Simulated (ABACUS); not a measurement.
Runs of ABACUS 3.10.1 on HfIn4SiO6. The structure is trigonal, space group P312 (No. 149). Conventional cell: a = 5.277 Å, b = 5.277 Å, c = 10.559 Å, α = 90.00°, β = 90.00°, γ = 120.00°. Around Hf (site symmetry 32) lie 6 O at 2.10 Å. In (site symmetry 3) is surrounded by 3 O at 2.62 Å. In (site symmetry 3) is surrounded by 3 O at 2.32 Å. Si (site symmetry 32) has 6 O at 1.83 Å as nearest neighbours. O (site symmetry 1) is surrounded by 1 Si at 1.83 Å and 1 Hf at 2.10 Å. The cell was built by a generator and needn't be a form met in nature.

```tsv
task	level	potentials or basis	k mesh	cutoff (eV)	SCF threshold on the density	eigensolver	symmetry key	threshold of the eigensolver	path	mesh quality	gap on the mesh (eV)	pressure (GPa)	V0 of scaled cells (Å³/atom)	B0 (GPa)	largest force (eV/Å)
equation of state	LDA	SG15 ONCV 1.2 PBE, DZP LCAO (the cutoffs set its grid)	4 × 4 × 2	1361	1e-07	genelpa	1	-	-	not flagged	-	-	(b)	91	-
single point	SCAN	SG15 ONCV 1.2 PBE, plane waves	3 × 3 × 2	1320	1e-08	dav	1	-	-	coarse	(c)	-4.0	-	-	0.38
single point	r2SCAN	SG15 ONCV 1.2 PBE, plane waves	3 × 3 × 2	1320	1e-08	dav	1	-	-	coarse	0.40	-3.7	-	-	(a)
equation of state	SOGGA	SG15 ONCV 1.2 PBE, DZP LCAO (the cutoffs set its grid)	4 × 4 × 2	1361	1e-07	genelpa	1	-	-	not flagged	-	-	20.92	85	-
equation of state	WC	SG15 ONCV 1.2 PBE, DZP LCAO (the cutoffs set its grid)	4 × 4 × 2	1361	1e-07	genelpa	1	-	-	not flagged	-	-	(d)	85	-
equation of state	PBEsol	SG15 ONCV 1.2 PBE, DZP LCAO (the cutoffs set its grid)	4 × 4 × 2	1361	1e-07	genelpa	1	-	-	not flagged	-	-	21.00	85	-
```

Alike in all rows: no spin polarisation; cell as given; smearing fermi-dirac 0.05 eV.

**Question.** Fill in the values left out.

**Answer.** (a) 0.36; (b) 20.45; (c) 0.25; (d) 21.01.

Caveats: some runs use coarse meshes; the potentials were made for another functional, which shifts forces and pressure; the atomic orbitals were generated for these runs and aren't a published set (some runs); the cell was scaled at fixed shape and fractional positions, which overstates the stiffness of a crystal with free parameters, most of all of layers and chains (some runs); the basis of atomic orbitals isn't converged, which shifts pressures, moduli and gaps (some runs); spin-orbit coupling is left out, which moves the levels of the heavy elements (some runs); an odd mesh through Γ misses points on the zone boundary, where band edges often lie (some runs).

A k mesh can miss the band edges, and the runs leave out spin-orbit coupling on Hf, In.

Runs at the PBE level aren't shown here.
